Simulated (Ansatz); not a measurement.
**InHCl radical: basis-set convergence**

Aim: see how fast density functionals converge with the basis set for InHCl radical.

Method: one geometry, several basis sets; program: Ansatz 0.2.0, Gaussian basis.

The runs, in order: PBE0-D4/def2-SVP; ωB97M-V/def2-SVP; PBE0-D4/def2-QZVPP; ωB97M-V/def2-QZVPP; the functionals' def2-TZVPP values are taken from earlier runs.

## (1) The relaxed structure

All runs share one geometry, relaxed beforehand with PBE0-D4 in a triple-zeta def2 set. In takes the def2 core potential; no spin-orbit term is included.

SMILES `[Cl][InH]`, 3 atoms, charge 0, spin multiplicity 2.

Atoms are counted from 1 here; the program's logs count them from 0.

Bond lengths: Cl1–In2 2.365 Å, In2–H3 1.773 Å. Angles: Cl1–In2–H3 115.3°.

As a file:

```
Cl   -1.6499    0.3968   -0.8674
In    0.4095    0.5424    0.2861
H     1.2294   -1.0039    0.5681
```

## (2) PBE0-D4 in def2-SVP

in.yaml

```yaml
crystal:
  periodic: [false, false, false]
  atoms:
    - {symbol: Cl, position_ang: [-1.649850, 0.396812, -0.867425]}
    - {symbol: In, position_ang: [0.409548, 0.542352, 0.286090]}
    - {symbol: H, position_ang: [1.229403, -1.003864, 0.568135]}
basis:
  gaussian: {orbitals: def2-SVP}
magnetization: {spin_polarized: true, initial_magnetization: 1}
hamiltonian: {xc: pbe0, dispersion: d4}
output: {orbitals: {seedname: orbitals}}
```

Further steps of the session: ωB97M-V in def2-SVP; PBE0-D4 in def2-QZVPP; ωB97M-V in def2-QZVPP.

Before running them: what should the planned runs give, taken together? Wanted: PBE0-D4: double and triple zeta above quadruple; ωB97M-V: double and triple zeta above quadruple.

As calculated:

| quantity | value |
| --- | --- |
| PBE0-D4: double and triple zeta above quadruple | 4.97, 0.41 eV |
| ωB97M-V: double and triple zeta above quadruple | 4.94, 0.40 eV |

**Reading.** For PBE0-D4 the step from double to triple zeta gains 4.56 eV and the next only 0.41 eV. These are total energies; as a rule much of such shifts cancels in differences, which this series doesn't test.
